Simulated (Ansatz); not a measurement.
# CH4ClF3MoO2: one species, many methods

One table from this session's results is given with a row withheld; the runs are named, their logs left out.

Computed with Ansatz 0.2.0, Gaussian basis. Level: functionals in def2-TZVPP, the program's frozen cores in correlated methods.

Levels to be run: LDA (SPW92), PBE-D4, revPBE-D4, BLYP-D4, r2SCAN-D4, B97M-V, PBE0-D4, B3LYP-D4, r2SCANh-D4, r2SCAN0-D4, HSE06-D4, BHLYP-D4, CAM-B3LYP-D4, LC-ωPBE, ωB97X-V, ωB97M-V, B2PLYP, PBE-QIDH; CCSD(T)/def2-SVP; CCSD(T)/def2-TZVPP; MP2/def2-QZVPP; extrapolation to the limit; RPA on PBE.

**The geometry**

All runs share one geometry, relaxed beforehand with PBE0-D4 in a triple-zeta def2 set. Mo takes the def2 core potential; no spin-orbit term is included.

SMILES `C[O][Mo]([OH])([F])([F])([F])[Cl]`, 12 atoms, charge 0, spin multiplicity 1.

Atoms are counted from 1 here; the program's logs count them from 0.

Bond lengths: C1–O2 1.394 Å, C1–H9 1.094 Å, C1–H10 1.096 Å, C1–H11 1.091 Å, O2–Mo3 1.794 Å, Mo3–O4 1.871 Å, Mo3–F5 1.853 Å, Mo3–F6 1.846 Å, Mo3–F7 1.846 Å, Mo3–Cl8 2.317 Å, O4–H12 0.964 Å. Angles: O2–C1–H9 108.6°, O2–C1–H10 108.0°, O2–C1–H11 109.0°, H9–C1–H10 109.8°, H9–C1–H11 110.7°, H10–C1–H11 110.7°, C1–O2–Mo3 144.2°, O2–Mo3–O4 86.2°, O2–Mo3–F5 166.9°, O2–Mo3–F6 101.8°, O2–Mo3–F7 95.0°, O2–Mo3–Cl8 87.0°, O4–Mo3–F5 82.6°, O4–Mo3–F6 171.9°, O4–Mo3–F7 93.5°, O4–Mo3–Cl8 94.9°, F5–Mo3–F6 89.7°, F5–Mo3–F7 92.4° and more.

The first run:

in.yaml

```yaml
crystal:
  periodic: [false, false, false]
  atoms:
    - {symbol: C, position_ang: [1.659778, -1.071685, 0.241353]}
    - {symbol: O, position_ang: [0.971354, 0.125636, 0.055893]}
    - {symbol: Mo, position_ang: [-0.658947, 0.872204, -0.010838]}
    - {symbol: O, position_ang: [-1.119087, -0.534317, -1.156206]}
    - {symbol: F, position_ang: [-2.470737, 1.243275, -0.127663]}
    - {symbol: F, position_ang: [-0.432472, 2.367289, 1.048419]}
    - {symbol: F, position_ang: [-0.255024, 2.020003, -1.398960]}
    - {symbol: Cl, position_ang: [-1.138969, -0.290795, 1.934844]}
    - {symbol: H, position_ang: [1.349219, -1.776973, -0.534856]}
    - {symbol: H, position_ang: [1.394246, -1.465360, 1.228716]}
    - {symbol: H, position_ang: [2.731292, -0.878131, 0.178808]}
    - {symbol: H, position_ang: [-2.030663, -0.611147, -1.459499]}
basis:
  gaussian: {orbitals: def2-TZVPP}
hamiltonian: {xc: lda}
output: {orbitals: {seedname: orbitals}}
```

Run with:

```
ansatz run in.yaml --threads 2 --pin off --events-out ev --progress --plain --max-ram 32768MiB --backend cuda --devices 0, --max-vram 18GiB
```

Steps of the session up to this table: LDA; PBE-D4 (GGA); revPBE-D4 (GGA); BLYP-D4 (GGA); r2SCAN-D4 (meta-GGA); B97M-V (meta-GGA); PBE0-D4 (hybrid); B3LYP-D4 (hybrid); r2SCANh-D4 (hybrid); r2SCAN0-D4 (hybrid); HSE06-D4 (hybrid); BHLYP-D4 (hybrid); CAM-B3LYP-D4 (range-separated); LC-ωPBE (range-separated); ωB97X-V (range-separated); ωB97M-V (range-separated); B2PLYP (double hybrid); PBE-QIDH (double hybrid).

One of the session's tables, all rows but one given; the rest of the session is left out.

It belongs to the step «Frontier levels by functional». 

| functional | HOMO (eV) | LUMO (eV) | gap (eV) |
| --- | --- | --- | --- |
| LDA (SPW92) | -7.82 | -4.98 | 2.84 |
| PBE-D4 | -7.63 | -4.78 | 2.85 |
| revPBE-D4 | -7.55 | -4.70 | 2.85 |
| BLYP-D4 | -7.50 | -4.71 | 2.78 |
| r2SCAN-D4 | -8.02 | -4.92 | 3.10 |
| B97M-V | -8.11 | -4.94 | 3.16 |
| PBE0-D4 | -9.11 | -4.33 | 4.78 |
| B3LYP-D4 | -8.84 | -4.53 | 4.31 |
| r2SCANh-D4 | -8.56 | -4.72 | 3.84 |
| r2SCAN0-D4 | -9.38 | -4.41 | 4.96 |
| HSE06-D4 | -8.70 | -4.70 | 4.00 |
| BHLYP-D4 | -10.46 | -3.72 | 6.75 |
| CAM-B3LYP-D4 | -10.47 | -3.36 | 7.11 |
| LC-ωPBE | -11.83 | -2.25 | 9.58 |
| ωB97X-V | ? | ? | ? |
| ωB97M-V | -11.35 | -2.31 | 9.04 |

**Question.** Estimate the row for ωB97X-V.

As computed: HOMO (eV): -11.47; LUMO (eV): -2.31; gap (eV): 9.17. In the column «HOMO (eV)» it lies between LC-ωPBE (-11.83) and ωB97M-V (-11.35).
